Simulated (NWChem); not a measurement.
# CH4Se (SMILES C[SeH]) at 6 levels

Aim: a comparison of 6 runs (PBE/def2-SVPD, revPBE/def2-SVPD, M06-L/def2-SVPD, SVWN5/def2-SVPD, TPSS/def2-SVPD, CCSD(T)/def2-SVPD) of CH4Se. 

Program for the calculation: NWChem 7.3.0.

**1. Starting point**

CH4Se has 6 atoms, charge 0, and is taken as a singlet. As SMILES, `C[SeH]`. Geometry: relaxed at PBE0-D4/def2-TZVP.

Bond lengths: C1–Se2 1.949 Å, C1–H3 1.087 Å, C1–H4 1.089 Å, C1–H5 1.088 Å, Se2–H6 1.468 Å. Angles: C1–Se2–H6 95.4°, Se2–C1–H3 110.6°, Se2–C1–H4 106.0°, Se2–C1–H5 110.6°, H3–C1–H4 109.3°, H3–C1–H5 110.9°, H4–C1–H5 109.3°.

**2. Energy and gradient at PBE/def2-SVPD (run 1)**

ch4se.nw reads:

```
start ch4se
memory total 2200 mb

geometry units angstroms noautosym nocenter noautoz
   C    -0.134400   -0.353500   -0.393800
   Se    0.854300    0.256800    1.170700
   H    -1.197900   -0.413200   -0.174800
   H     0.243900   -1.350000   -0.617200
   H     0.051300    0.300400   -1.242700
   H     0.182800    1.559600    1.257800
end

basis spherical bse
   * library def2-SVPD
end

dft
   xc xpbe96 cpbe96
   grid fine
   convergence energy 1e-08
   maxiter 100
   mulliken
   print low
end

task dft gradient
```

Started as:

```bash
$ nwchem ch4se.nw > ch4se.out
```

Output:

```text
[...]
 d= 0,ls=0.0,diis     1  -2441.2916338020 -2.54D+03  7.96D-03  3.01D-01     3.5
[...]
 d= 0,ls=0.0,diis    10  -2441.3170434836 -7.55D-11  8.75D-08  4.43D-11    19.3
         Total DFT energy =    -2441.317043483562
      One electron energy =    -3596.493172988527
           Coulomb energy =     1148.304244908442
    Exchange-Corr. energy =      -93.600867282337
 Nuclear repulsion energy =      100.472751878858
[...]
      Total Density - Mulliken Population Analysis
     ---------------------------------------------
    Atom       Charge   Shell Charges
 -----------   ------   -------------------------------------------------------
    1 C    6     5.93   1.98  0.94 -0.14  0.02  2.10  0.95  0.02  0.05
    2 Se  34    34.17   2.00  2.00  1.99  1.47  0.36  0.03  6.00  5.97  2.00  2.11  0.12  8.15  1.77  0.15  0.05
    3 H    1     1.01   0.75  0.17  0.02  0.07
    4 H    1     1.01   0.74  0.17  0.02  0.08
    5 H    1     1.01   0.75  0.17  0.02  0.07
    6 H    1     0.87   0.71  0.10  0.02  0.05
[...]
                         DFT ENERGY GRADIENTS
    atom               coordinates                        gradient
                 x          y          z           x          y          z
   1 C      -0.253979  -0.668018  -0.744174   -0.001715  -0.002266  -0.003451
   2 Se      1.614393   0.485282   2.212302   -0.007520   0.004142  -0.006023
   3 H      -2.263703  -0.780835  -0.330324    0.010644   0.000995  -0.001467
   4 H       0.460904  -2.551130  -1.166339   -0.003283   0.009396   0.002433
   5 H       0.096943   0.567674  -2.348362   -0.001466  -0.005907   0.008857
   6 H       0.345442   2.947217   2.376897    0.003340  -0.006359  -0.000349
 Task  times  cpu:       24.5s     wall:       24.5s
 Total times  cpu:       24.6s     wall:       24.6s
```

Wall time 26 s (1 thread of AMD EPYC 7R43 (Zen 3), shared host); peak memory 0.12 GiB.

**3. Energy and forces at revPBE/def2-SVPD (run 2)**

ch4se.nw reads:

```
start ch4se
memory total 2200 mb

geometry units angstrom noautosym nocenter noautoz
 C    -0.134400   -0.353500   -0.393800
 Se    0.854300    0.256800    1.170700
 H    -1.197900   -0.413200   -0.174800
 H     0.243900   -1.350000   -0.617200
 H     0.051300    0.300400   -1.242700
 H     0.182800    1.559600    1.257800
end

basis spherical bse
 * library def2-SVPD
end

dft
 xc revpbe cpbe96
 mult 1
 grid fine
 convergence energy 1e-08
 maxiter 100
 mulliken
 print low
end

task dft gradient
```

Started as:

```bash
$ nwchem ch4se.nw > ch4se.out
```

Output:

```text
[...]
 d= 0,ls=0.0,diis     1  -2441.5051427962 -2.54D+03  7.56D-03  2.82D-01     2.0
[...]
 d= 0,ls=0.0,diis     8  -2441.5308498428  9.04D-09  5.90D-06  3.85D-07    11.5
         Total DFT energy =    -2441.530849842773
      One electron energy =    -3596.555205929219
           Coulomb energy =     1148.377134764846
    Exchange-Corr. energy =      -93.825530557259
 Nuclear repulsion energy =      100.472751878858
[...]
      Total Density - Mulliken Population Analysis
     ---------------------------------------------
    Atom       Charge   Shell Charges
 -----------   ------   -------------------------------------------------------
    1 C    6     5.99   1.98  0.94 -0.10  0.03  2.09  0.99  0.02  0.04
    2 Se  34    34.21   2.00  2.00  1.99  1.46  0.39  0.02  6.00  5.97  1.99  2.14  0.12  8.16  1.77  0.15  0.05
    3 H    1     0.98   0.75  0.13  0.02  0.07
    4 H    1     0.98   0.75  0.13  0.02  0.08
    5 H    1     0.98   0.75  0.13  0.02  0.07
    6 H    1     0.85   0.72  0.08  0.02  0.04
[...]
                         DFT ENERGY GRADIENTS
    atom               coordinates                        gradient
                 x          y          z           x          y          z
   1 C      -0.253979  -0.668018  -0.744174   -0.000801  -0.001515  -0.001881
   2 Se      1.614393   0.485282   2.212302   -0.009092   0.003575  -0.008241
   3 H      -2.263703  -0.780835  -0.330324    0.011130   0.001045  -0.001373
   4 H       0.460904  -2.551130  -1.166339   -0.003317   0.009818   0.002675
   5 H       0.096943   0.567674  -2.348362   -0.001402  -0.006098   0.009312
   6 H       0.345442   2.947217   2.376897    0.003483  -0.006825  -0.000493
 Task  times  cpu:       16.8s     wall:       16.8s
 Total times  cpu:       16.8s     wall:       16.8s
```

It took 18 s on 1 thread of AMD EPYC 7R43 (Zen 3), shared host; peak memory 0.12 GiB.

**4. Energy and forces at M06-L/def2-SVPD (run 3)**

mol.xyz reads:

```xyz
6
CH4Se
C     -0.134400    -0.353500    -0.393800
Se     0.854300     0.256800     1.170700
H     -1.197900    -0.413200    -0.174800
H      0.243900    -1.350000    -0.617200
H      0.051300     0.300400    -1.242700
H      0.182800     1.559600     1.257800
```

mol.nw reads:

```
start mol
title "CH4Se"
memory stack 880 mb heap 220 mb global 1100 mb

geometry units angstroms noautosym nocenter noautoz
 load mol.xyz
end

basis spherical bse
 * library def2-SVPD
end

dft
 xc m06-l
 grid fine
 convergence energy 1e-08
 iterations 100
 mulliken
end

task dft gradient
```

Started as:

```bash
$ nwchem mol.nw > mol.out
```

Output:

```text
[...]
          Wavefunction type:  closed shell.
          No. of atoms     :     6
          No. of electrons :    44
[...]
          Charge           :     0
          Spin multiplicity:     1
[...]
          AO basis - number of functions:    93
[...]
              XC Information
              --------------
                        M06-L Method XC Functional
                         M06-L Exchange Functional  1.000
                       M06-L Correlation Potential  1.000
[...]
 d= 0,ls=0.0,diis     1  -2441.6328096330 -2.54D+03  6.83D-03  1.77D-01     3.8
[...]
 d= 0,ls=0.0,diis    11  -2441.6526460355 -1.10D-09  2.56D-07  5.13D-10    27.0
         Total DFT energy =    -2441.652646035492
      One electron energy =    -3597.175547323413
           Coulomb energy =     1149.064278511110
    Exchange-Corr. energy =      -94.014129102049
 Nuclear repulsion energy =      100.472751878859
[...]
      Total Density - Mulliken Population Analysis
     ---------------------------------------------
    Atom       Charge   Shell Charges
 -----------   ------   -------------------------------------------------------
    1 C    6     6.06   1.99  0.94 -0.01 -0.08  2.06  1.12  0.02  0.02
    2 Se  34    34.16   2.00  2.00  2.00  1.40  0.42  0.01  6.00  5.98  1.92  2.22  0.09  8.18  1.74  0.15  0.04
    3 H    1     0.95   0.76  0.12  0.03  0.04
    4 H    1     0.94   0.76  0.11  0.03  0.05
    5 H    1     0.95   0.76  0.12  0.03  0.04
    6 H    1     0.94   0.72  0.16  0.02  0.03
[...]
  wavefunction    = closed shell
                         DFT ENERGY GRADIENTS
    atom               coordinates                        gradient
                 x          y          z           x          y          z
   1 C      -0.253979  -0.668018  -0.744174   -0.003428  -0.002360  -0.005518
   2 Se      1.614393   0.485282   2.212302   -0.001782   0.001265  -0.001241
   3 H      -2.263703  -0.780835  -0.330324    0.004796   0.000834   0.000437
   4 H       0.460904  -2.551130  -1.166339   -0.000541   0.003588   0.001761
   5 H       0.096943   0.567674  -2.348362    0.000044  -0.001865   0.004472
   6 H       0.345442   2.947217   2.376897    0.000911  -0.001461   0.000090
[...]
```

It took 38 s on 1 thread of AMD EPYC 7R43 (Zen 3), shared host; peak memory 0.12 GiB.

Runs 4 to 5 aren't shown in full; the table further down has their settings and results.

**5. A single-point energy at CCSD(T)/def2-SVPD (run 6)**

calc.xyz reads:

```xyz
6
CH4Se
C     -0.134400    -0.353500    -0.393800
Se     0.854300     0.256800     1.170700
H     -1.197900    -0.413200    -0.174800
H      0.243900    -1.350000    -0.617200
H      0.051300     0.300400    -1.242700
H      0.182800     1.559600     1.257800
```

calc.nw reads:

```
start calc
title "CH4Se"
memory 2200 mb

geometry noautosym nocenter noautoz
load format xyz calc.xyz
end

basis spherical bse
* library def2-SVPD
end

scf
thresh 1e-08
maxiter 80
print medium
end

ccsd
freeze core 10
maxiter 60
end

task ccsd(t)
```

Started as:

```bash
$ nwchem calc.nw > calc.out
```

Output:

```text
[...]
  functions       =    93
[...]
  wavefunction    = RHF
[...]
         Total SCF energy =  -2439.711498236891
      One-electron energy =  -3597.246573672104
      Two-electron energy =   1057.062323556354
 Nuclear repulsion energy =    100.472751878859
        Time for solution =     13.7s
[...]
 Total MP2 energy:          -2440.114643986191368
[...]
             energy      energy      error      ampl     ampl      Block
                                                time     time      time
[...]
 Total CCSD energy:          -2440.138733856644194
[...]
 Total CCSD+T(CCSD) energy:          -2440.151669305497762
[...]
 Total CCSD(T) energy:               -2440.151125001787022
[...]
```

Wall time 2.5 min (1 thread of AMD EPYC 7R43 (Zen 3), shared host); peak memory 0.27 GiB.

**6. The series**

```csv
run,level,task,integration grid,energy (Eh),largest force (eV/Å),wall time
1,PBE/def2-SVPD,gradient,fine,-2441.317043,0.555,26 s
2,revPBE/def2-SVPD,gradient,fine,-2441.530850,0.657,18 s
3,M06-L/def2-SVPD,gradient,fine,-2441.652646,0.355,38 s
4,SVWN5/def2-SVPD,gradient,fine,-2437.928444,0.700,25 s
5,TPSS/def2-SVPD,gradient,fine,-2441.686893,0.468,32 s
6,CCSD(T)/def2-SVPD,energy,–,-2440.151125,–,2.5 min
```

**7. Outcome**

| quantity | value |
| --- | --- |
| run 6: total energy | -2440.15113 Eh |
| run 6: HOMO energy (Hartree–Fock orbitals) | -9.14 eV |
| run 6: LUMO energy (Hartree–Fock orbitals) | 1.95 eV |
| run 6: HOMO–LUMO gap (Hartree–Fock orbitals) | 11.09 eV |
| run 6: correlation energy (10 core orbitals frozen) | -439.6 mEh |
| run 6: (T) correction | -12.39 mEh |

In words: Over runs 3, 4, 5 the dipole moment (its size) runs from 1.39 D (M06-L/def2-SVPD) to 1.43 D (SVWN5/def2-SVPD). Over runs 3, 4, 5 the HOMO–LUMO gap runs from 4.41 eV (SVWN5/def2-SVPD) to 5.10 eV (M06-L/def2-SVPD). Totals of different functionals can't be ranked against each other. All runs together took 4.8 min, the longest 2.5 min.
